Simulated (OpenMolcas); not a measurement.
# Ti²⁺ among point charges: CASSCF and CASPT2 levels and susceptibility

Aim: the splitting of the states of Ti²⁺ in the field of 6 point charges, its lowest levels with spin-orbit coupling and its magnetic susceptibility.

The numbers are computed with OpenMolcas 26.06 (state-averaged CASSCF and CASPT2, spin-orbit coupling by RASSI with atomic mean-field integrals), except any that are marked as measured or tabulated.

## (1) The atom as given

- Species: Ti²⁺ (titanium, Z = 22, 20 electrons)
- Basis: ANO-RCC-VDZP [5s4p2d1f], 34 functions
- Scalar Hamiltonian: DKH2, point nucleus
- Inactive shells: 1s 2s 2p 3s 3p
- Active space: 2 electrons in 5 orbitals (3d)
- Some configurations of this space: 3d²
- Orbitals: optimised for each spin and parity, averaged over all roots

Outer shells as boxes (Hund's rule):

3d2
```
3d [↑ ][↑ ][  ][  ][  ]
```

The ion sits among 6 point charges of -0.75 e arranged as a trigonal prism (D3h), 1.94 Å from the ion.

The work runs as a chain of OpenMolcas steps in one folder; each step below is one input file. Labels, J, g values, rates, χT and fits are worked out afterwards by a script from the matrices that RASSI stores.

## (2) One- and two-electron integrals

Contents of a.inp:

```
&GATEWAY
Coord
1

Ti 0.0 0.0 0.0
Basis=ANO-RCC-VDZP
Group=NoSym
NoMove
AngMom=0.0 0.0 0.0
AMFI
XField
6 Angstrom 0
1.466356 0.000000 1.270197 -0.750000
-0.733178 1.269901 1.270197 -0.750000
-0.733178 -1.269901 1.270197 -0.750000
1.466356 0.000000 -1.270197 -0.750000
-0.733178 1.269901 -1.270197 -0.750000
-0.733178 -1.269901 -1.270197 -0.750000
&SEWARD
```

On the command line:

```
> OMP_NUM_THREADS=1 MOLCAS_MEM=1689 MOLCAS_PROJECT=a pymolcas a.inp > a.log
```

## (3) Reference wave functions, triplets, 10 roots

Contents of a.inp:

```
&RASSCF
FileOrb=start.orb
Symmetry=1
Spin=3
nActEl=2 0 0
Inactive=9
Ras2=5
CIRoot=10 10 1
SDav=10
CIMx=300
Iter=120 100
PrWF=0.3
OrbListing=Nothing
MaxOrb=0
>>> COPY $Project.JobIph JOB001
```

start.orb holds the contracted functions of the basis, ordered by shell, or the orbitals of the step before.

## (4) Reference wave functions, singlets, 15 roots

Contents of a.inp:

```
&RASSCF
FileOrb=start.orb
Symmetry=1
Spin=1
nActEl=2 0 0
Inactive=9
Ras2=5
CIRoot=15 15 1
SDav=15
CIMx=300
Iter=120 100
PrWF=0.3
OrbListing=Nothing
MaxOrb=0
>>> COPY $Project.JobIph JOB002
```

## (5) State interaction with spin-orbit coupling

Contents of a.inp:

```
&RASSI
NrOfJobIphs=2 10 15
1 2 3 4 5 6 7 8 9 10
1 2 3 4 5 6 7 8 9 10 11 12 13 14 15
IphNames
JOB001
JOB002
EJob
SpinOrbit
DIPRint=1.0
SOCoupling=1000.0
Subsets=2
Property=9
'ANGMOM' 1 'ANGMOM' 2 'ANGMOM' 3 'MLTPL  1' 1 'MLTPL  1' 2 'MLTPL  1' 3
'AMFI' 1 'AMFI' 2 'AMFI' 3
SOProperty=3
'ANGMOM' 1 'ANGMOM' 2 'ANGMOM' 3
```

## (6) CASPT2: IPEA 0.25, imaginary shift 0.1 (closed shells correlated: 3s 3p)

Contents of a.inp:

```
>>> COPY JOB001 $Project.JobIph
&CASPT2
Multistate=10 1 2 3 4 5 6 7 8 9 10
NoMult
Frozen=5
IPEA=0.25
Imaginary=0.1
MaxIter=60
WThr=0.0 0.3 0.05
PrWF=0.5
NoMix
>>> COPY JOB002 $Project.JobIph
&CASPT2
Multistate=15 1 2 3 4 5 6 7 8 9 10 11 12 13 14 15
NoMult
Frozen=5
IPEA=0.25
Imaginary=0.1
MaxIter=60
WThr=0.0 0.3 0.05
PrWF=0.5
NoMix
```

(Steps that only read results are left out.)

**Question.** What will these runs give? Wanted: spin-free ground state; first state of the same spin within the active space; lowest level; next level.

**Answer**, as computed:

| quantity | value |
| --- | --- |
| method | SS-CASPT2, IPEA 0.25, imaginary shift 0.1 (closed shells correlated: 3s 3p) |
| spin-free ground state | 3E, 2-fold in its orbital part |
| first state of the same spin within the active space | 3A1 at 3120 cm⁻¹ |
| lowest level | 2-fold E, g = 0.00, 0.00, 0.06 |
| next level | 112.7 cm⁻¹ |
| χT at 300 K | 1.15 cm³ K/mol |
| effective moment at 300 K | 3.03 μB |

Cost by method:

| method | time of its own steps | time with the reference |
| --- | --- | --- |
| A. CASSCF | 6 s | 6 s |
| B. SS-CASPT2, IPEA 0.25, imaginary shift 0.1, +3s 3p | 2.5 s | 8.4 s |

Times are of one thread on a shared host.

In words: The spin-free ground state (3E) comes to 100 % from free-ion F terms and keeps the highest spin of the shell. χT at 300 K is 1.15, against 1.00 cm³ K/mol for the spin alone, so orbital moment adds to it. CASPT2 does not keep the components of a term degenerate, and the means are used. The field of point charges can differ much from that of real complexes. Point charges carry no covalency, so the field is a model and not that of real ligands.
